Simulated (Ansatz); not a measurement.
# C₄O₄Os: small, medium and large basis sets

One table from this session's results is given with a row withheld; the runs are named, their logs left out.

The runs use Ansatz 0.2.0, Gaussian basis; one geometry, several basis sets.

Levels to be run: PBE0-D4/def2-SVP; ωB97M-V/def2-SVP; PBE0-D4/def2-QZVPP; ωB97M-V/def2-QZVPP; the functionals' def2-TZVPP values are taken from earlier runs.

## Structure used throughout

The geometry comes from an earlier relaxation with PBE0-D4 in a triple-zeta def2 set; it is a stationary point, not always the lowest conformer. Os takes the def2 core potential; no spin-orbit term is included.

SMILES `[O+]#[C][Os-4]([C]#[O+])([C]#[O+])[C]#[O+]`, 9 atoms, charge 0, spin multiplicity 1.

Atoms are counted from 1 here; the program's logs count them from 0.

Bond lengths: O1–C2 1.140 Å, C2–Os3 1.930 Å, Os3–C4 1.930 Å, Os3–C6 1.931 Å, Os3–C8 1.931 Å, C4–O5 1.140 Å, C6–O7 1.140 Å, C8–O9 1.140 Å. Angles: O1–C2–Os3 169.7°, C2–Os3–C4 148.1°, C2–Os3–C6 94.3°, C2–Os3–C8 94.3°, C4–Os3–C6 94.3°, C4–Os3–C8 94.3°, C6–Os3–C8 148.4°, Os3–C4–O5 169.7°, Os3–C6–O7 169.8°, Os3–C8–O9 169.8°.

The first run:

in.yaml

```yaml
crystal:
  periodic: [false, false, false]
  atoms:
    - {symbol: O, position_ang: [2.512755, -1.132894, -1.322917]}
    - {symbol: C, position_ang: [1.650601, -0.685496, -0.726781]}
    - {symbol: Os, position_ang: [0.000726, 0.000940, 0.002675]}
    - {symbol: C, position_ang: [-1.883465, 0.339344, -0.243613]}
    - {symbol: O, position_ang: [-2.968026, 0.456611, -0.573499]}
    - {symbol: C, position_ang: [0.509066, 1.851633, -0.206404]}
    - {symbol: O, position_ang: [0.835557, 2.940677, -0.128717]}
    - {symbol: C, position_ang: [-0.275591, -1.504779, 1.178947]}
    - {symbol: O, position_ang: [-0.381623, -2.266037, 2.020309]}
basis:
  gaussian: {orbitals: def2-SVP}
hamiltonian: {xc: pbe0, dispersion: d4}
output: {orbitals: {seedname: orbitals}}
```

The run is started by

```bash
$ ansatz run in.yaml --threads 4 --pin off --events-out ev --progress --plain --max-ram 11315MiB
```

Among the steps run: PBE0-D4 in def2-SVP; ωB97M-V in def2-SVP; PBE0-D4 in def2-QZVPP; ωB97M-V in def2-QZVPP.

One table of the session follows, with a row left open; its other results are not shown here.

It belongs to the step «Density functionals: the series». 

| functional | basis | HOMO (eV) | LUMO (eV) |
| --- | --- | --- | --- |
| PBE0-D4 | def2-SVP | -6.94 | -3.24 |
| PBE0-D4 | def2-TZVPP | -7.05 | -3.39 |
| PBE0-D4 | def2-QZVPP | -7.08 | -3.42 |
| ωB97M-V | def2-SVP | -8.86 | -1.31 |
| ωB97M-V | def2-TZVPP | ? | ? |
| ωB97M-V | def2-QZVPP | -9.05 | -1.53 |

Q: Estimate the row for ωB97M-V, def2-TZVPP from the others.

The run gave: HOMO (eV): -9.02; LUMO (eV): -1.49. In the column «HOMO (eV)» it lies between ωB97M-V, def2-QZVPP (-9.05) and ωB97M-V, def2-SVP (-8.86).
